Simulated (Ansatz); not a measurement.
# CH₄ClF₂NOW: small, medium and large basis sets

How large a basis does CH₄ClF₂NOW need? Two functionals are run in growing sets.

The runs use Ansatz 0.2.0, Gaussian basis; one geometry, several basis sets.

Levels to be run: PBE0-D4/def2-SVP; ωB97M-V/def2-SVP; PBE0-D4/def2-QZVPP; ωB97M-V/def2-QZVPP; the functionals' def2-TZVPP values are taken from earlier runs.

## (1) Structure used throughout

The geometry comes from an earlier relaxation with PBE0-D4 in a triple-zeta def2 set; it is a stationary point, not always the lowest conformer. W takes the def2 core potential; no spin-orbit term is included.

SMILES `C[N]=[W]([OH])([F])([F])[Cl]`, 11 atoms, charge 0, spin multiplicity 1.

Atoms are counted from 1 here; the program's logs count them from 0.

Bond lengths: C1–N2 1.407 Å, C1–H8 1.095 Å, C1–H9 1.096 Å, C1–H10 1.095 Å, N2–W3 1.744 Å, W3–O4 1.863 Å, W3–F5 1.855 Å, W3–F6 1.919 Å, W3–Cl7 2.285 Å, O4–H11 0.962 Å. Angles: N2–C1–H8 110.8°, N2–C1–H9 109.7°, N2–C1–H10 111.0°, H8–C1–H9 108.6°, H8–C1–H10 108.5°, H9–C1–H10 108.3°, C1–N2–W3 172.0°, N2–W3–O4 98.4°, N2–W3–F5 94.8°, N2–W3–F6 174.5°, N2–W3–Cl7 91.8°, O4–W3–F5 117.9°, O4–W3–F6 86.9°, O4–W3–Cl7 115.5°, F5–W3–F6 83.8°, F5–W3–Cl7 124.4°, F6–W3–Cl7 84.6°, W3–O4–H11 117.9°.

## (2) PBE0-D4 in def2-SVP

File in.yaml:

```yaml
crystal:
  periodic: [false, false, false]
  atoms:
    - {symbol: C, position_ang: [0.962256, -1.566725, -0.607140]}
    - {symbol: N, position_ang: [0.237172, -0.410672, -0.264202]}
    - {symbol: W, position_ang: [-0.449121, 1.137613, 0.151892]}
    - {symbol: O, position_ang: [-1.808775, 0.539307, 1.276754]}
    - {symbol: F, position_ang: [-0.897618, 1.583487, -1.592056]}
    - {symbol: F, position_ang: [-1.050646, 2.917454, 0.542350]}
    - {symbol: Cl, position_ang: [1.476732, 1.789813, 1.195006]}
    - {symbol: H, position_ang: [0.998924, -1.693531, -1.694062]}
    - {symbol: H, position_ang: [1.988704, -1.484604, -0.230676]}
    - {symbol: H, position_ang: [0.506016, -2.460399, -0.167963]}
    - {symbol: H, position_ang: [-1.898045, -0.408642, 1.410598]}
basis:
  gaussian: {orbitals: def2-SVP}
hamiltonian: {xc: pbe0, dispersion: d4}
output: {orbitals: {seedname: orbitals}}
```

Launch:

```bash
$ ansatz run in.yaml --threads 4 --pin off --events-out ev --progress --plain --max-ram 11315MiB
```

Further steps of the session: ωB97M-V in def2-SVP; PBE0-D4 in def2-QZVPP; ωB97M-V in def2-QZVPP.

**Question.** What will the summary of the whole plan be? Wanted: PBE0-D4: double and triple zeta above quadruple; ωB97M-V: double and triple zeta above quadruple.

The runs gave:

| quantity | value |
| --- | --- |
| PBE0-D4: double and triple zeta above quadruple | 18.14, 0.93 eV |
| ωB97M-V: double and triple zeta above quadruple | 18.40, 0.89 eV |

For PBE0-D4 the step from double to triple zeta gains 17.20 eV and the next only 0.93 eV. Total energies overstate the basis error of differences, where much of it tends to cancel.
